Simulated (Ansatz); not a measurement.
2 structures of CdPbS2, a ranking of polymorphs by energy

Computed with Ansatz 0.2.0, Python API.

Contents of `cdpbs2_p4_mmm.vasp`:
```text
CdPbS2
1.0
   4.09158100    0.00000000    0.00000000
   0.00000000    4.09158100    0.00000000
   0.00000000    0.00000000    5.79442700
Cd Pb S
1 1 2
Direct
   0.00000000    0.00000000    0.00000000
   0.50000000    0.50000000    0.50000000
   0.00000000    0.00000000    0.50000000
   0.50000000    0.50000000    0.00000000
```

Input file `cdpbs2_r_3m.cif`:
```cif
data_CdPbS2
_cell_length_a 7.028770
_cell_length_b 7.028770
_cell_length_c 7.028770
_cell_angle_alpha 33.73199
_cell_angle_beta 33.73199
_cell_angle_gamma 33.73199
_symmetry_space_group_name_H-M 'P 1'
_symmetry_Int_Tables_number 1
loop_
_symmetry_equiv_pos_as_xyz
'x, y, z'
loop_
_atom_site_label
_atom_site_type_symbol
_atom_site_fract_x
_atom_site_fract_y
_atom_site_fract_z
Cd1 Cd    0.000000    0.000000    0.000000
Pb2 Pb    0.500000    0.500000    0.500000
S3 S    0.741278    0.741278    0.741278
S4 S    0.258722    0.258722    0.258722
```

`run_polymorphs.py`
```python
"""Relative energies of CdPbS2 phases, after relaxing atoms and volume at fixed cell shape."""

import warnings

import ansatz as az
from ase.io import read
import numpy as np

FUNCTIONAL = "lda"
CUTOFF = 420
K_SPACING = 0.3
OCCUPATIONS = "fermi_dirac"
WIDTH_EV = 0.02


def solve(name, crystal):
    calc = (
        crystal.calculation()
        .functional(FUNCTIONAL)
        .basis(CUTOFF)
        .kpoints(spacing=K_SPACING)  # sampling of the Brillouin zone
        .occupations(OCCUPATIONS, width=WIDTH_EV)  # smearing steadies the SCF of a metal
        .stress()
        .band_table()
    )
    calc = calc.relax(force_tolerance=0.01, fix_cell=["shape"])
    return calc.run()


def pressure_gpa(outcome):
    return float(np.trace(outcome.report["stress_gpa"]) / 3)


def gap_ev(outcome):
    # nan where the run reports no band edges: a metal, overlapping bands, or a gap that is small against the smearing
    edges = outcome.report.get("band_edges_ev")
    return edges[1] - edges[0] if edges else float("nan")


def main() -> None:
    warnings.simplefilter("ignore", az.DeckWarning)

    phases = {}
    atoms = read("cdpbs2_p4_mmm.vasp", format="vasp")
    p4_mmm = az.Crystal.from_ase(atoms)
    phases["P4/mmm"] = p4_mmm
    atoms = read("cdpbs2_r_3m.cif")
    r_3m = az.Crystal.from_ase(atoms)
    phases["R-3m"] = r_3m

    done = {name: solve(name, crystal) for name, crystal in phases.items()}

    energy = {name: o.report["energy_sigma0_ev"] / len(o.lattice.sites) for name, o in done.items()}
    lowest = min(energy.values())
    rows = [(name, len(o.lattice.sites), 1000 * (energy[name] - lowest), pressure_gpa(o), gap_ev(o)) for name, o in done.items()]
    rows.sort(key=lambda row: row[2])
    print("| phase | atoms | dE (meV/atom) | P (GPa) | gap (eV) |")
    print("| --- | --- | --- | --- | --- |")
    for row in rows:
        print(f"| {row[0]} | {row[1]:d} | {row[2]:.1f} | {row[3]:.2f} | {row[4]:.2f} |")


if __name__ == "__main__":
    main()
```

Running `python run_polymorphs.py` prints:
```text
| phase | atoms | dE (meV/atom) | P (GPa) | gap (eV) |
| --- | --- | --- | --- | --- |
| R-3m | 4 | 0.0 | -0.00 | 0.88 |
| P4/mmm | 4 | 69.5 | -0.00 | nan |
```

By space group at the end of each run: R-3m (+0 meV an atom, 21.9 Å³) and P4/mmm (+69 meV an atom, 22.1 Å³).

Caveats:
- For the metals among these phases the mesh is modest: differences between phases can be off by up to 40 meV an atom.
- Atoms and volume are relaxed with the cell's shape held, which in cells of lower than cubic symmetry can hide stresses and shift volumes.
- Pressure is positive in compression.
- The cells come from databases of deposited and of computed structures, and not all need be stable phases.
- Gaps and levels are Kohn-Sham values on a finite set of k-points, without spin-orbit coupling.
- The ranking holds among these structures alone, at zero temperature; the ground state may be another structure. Differences under about 40 meV an atom lie within the error of mesh and functional.
- Hardware and time: 52 s on 1 thread of Arm Neoverse V2, on a shared host, peak memory 0.55 GiB.
